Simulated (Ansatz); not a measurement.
# Co3W: properties at the relaxed cell

An exercise on one series of results from a longer session: the logs are not shown, and one member is left open.

Computed with Ansatz 0.2.0 (DFT PBEsol, scalar-relativistic, plane waves, PAW, unless a step's input says otherwise).

1 further run of the same task is left out (set aside as unsound or not needed).

### The system as given

Symmetry: Pm-3m, No. 221, cubic system. Conventional cell: a = 3.551 Å, b = 3.551 Å, c = 3.551 Å, α = 90.00°, β = 90.00°, γ = 90.00°. Co (site symmetry 4/mmm) is surrounded by 8 Co at 2.51 Å and 4 W at 2.51 Å. W (site symmetry m-3m) is surrounded by 12 Co at 2.51 Å.

Structure file:

```cif
data_structure
_symmetry_space_group_name_H-M 'Pm-3m'
_symmetry_Int_Tables_number 221
_cell_length_a 3.5506
_cell_length_b 3.5506
_cell_length_c 3.5506
_cell_angle_alpha 90.000
_cell_angle_beta 90.000
_cell_angle_gamma 90.000
_cell_volume 44.76
loop_
_atom_site_label
_atom_site_type_symbol
_atom_site_symmetry_multiplicity
_atom_site_Wyckoff_symbol
_atom_site_fract_x
_atom_site_fract_y
_atom_site_fract_z
_atom_site_occupancy
Co1 Co 3 c 0.50000 0.50000 0.00000 1
W1 W 1 a 0.00000 0.00000 0.00000 1
```

It goes back to an entry of the Materials Project, which need not be the stable form.

This cell was relaxed beforehand with the same method: volume 11.19 Å³/atom, gap on the mesh none (metal), site moments up to 0.2 μB.

Set-up of the first run:

input.yaml

```yaml
crystal:
  lattice:
    - [3.5505636482, 0.0, 0.0]
    - [0.0, 3.5505636482, 0.0]
    - [0.0, 0.0, 3.5505636482]
  atoms:
    - { symbol: Co, position: [0.5, 0.5, 0.0], spin: -0.25 }
    - { symbol: Co, position: [0.5, 0.0, 0.5], spin: -0.25 }
    - { symbol: Co, position: [0.0, 0.5, 0.5], spin: -0.25 }
    - { symbol: W, position: [0.0, 0.0, 0.0] }
basis:
  ecutwfc: 420
kpoints:
  mp_grid: { grid: [12, 12, 12] }
  band_path:
    path:
      - [[0.0, 0.0, 0.0], [0.0, 0.5, 0.0], [0.5, 0.5, 0.0], [0.0, 0.0, 0.0], [0.5, 0.5, 0.5], [0.0, 0.5, 0.0]]
      - [[0.5, 0.5, 0.5], [0.5, 0.5, 0.0]]
    npoints: 14
hamiltonian:
  xc: pbesol
scf:
  occupations: { method: gaussian, width: 0.1 }
  n_extra_bands: 10
output:
  forces: true
  stress: true
  eigenvalues: true
  populations: true
  dos: { projected: true, de: 0.02, nscf_kmesh: { grid: [18, 18, 18] } }
  bader: true
  write_density: true
  write_potential: true
  elf: true
  volumetric_format: npy
magnetization:
  spin_polarized: true
checkpoint:
  read: start.run
  write: ck
  compress: false
  write_wavefunctions: false
  write_every: 100000
```

Command:

```
$ ansatz run input.yaml --threads 1 --pin off --max-ram 2560MiB --backend cpu --events-out ev --progress --plain --runs-dir out
```

Steps of the session up to this table: Electronic structure at the relaxed geometry; The cell as listed, for comparison; Point at V/V0 = 0.97; The cell scaled to 1.03 of its volume; Point at V/V0 = 0.94; Volume × 1.06; The cell scaled to 0.91 of its volume; Volume × 1.10; The cell scaled to 0.88 of its volume.

One of the session's tables, all rows but one given; the rest of the session is left out.

It belongs to the step «Energy against volume». 

| volume (Å³/atom) | energy above the lowest point (meV/atom) | pressure (GPa) | largest moment (μB) |
| --- | --- | --- | --- |
| 9.847 | 194.4 | 52.11 | 0.00 |
| 10.183 | 103.0 | 35.60 | 0.03 |
| 10.519 | ? | ? | ? |
| 10.854 | 10.3 | 9.93 | 0.18 |
| 11.190 | 0.0 | -0.01 | 0.23 |
| 11.526 | 8.9 | -8.42 | 0.27 |
| 11.861 | 34.1 | -15.53 | 0.31 |
| 12.309 | 88.6 | -23.33 | 0.35 |

**Question.** Estimate the row for volume (Å³/atom) = 10.519.

Worked estimate for «energy above the lowest point (meV/atom)». A straight line through the neighbours (10.183, 103.0) and (10.854, 10.3) gives 103.0 + (10.3 − 103.0) × (10.519 − 10.183) / (10.854 − 10.183) = 56.6; a parabola fitted to 4 rows on both sides gives 43.1.

**Answer.** energy above the lowest point (meV/atom): 43.2; pressure (GPa): 21.69; largest moment (μB): 0.12. In «energy above the lowest point (meV/atom)» the line misses by +13.4 and the parabola by -0.1.

Caveats from the session: Warnings in the runs' records: stability check not made, seeded moment not kept.
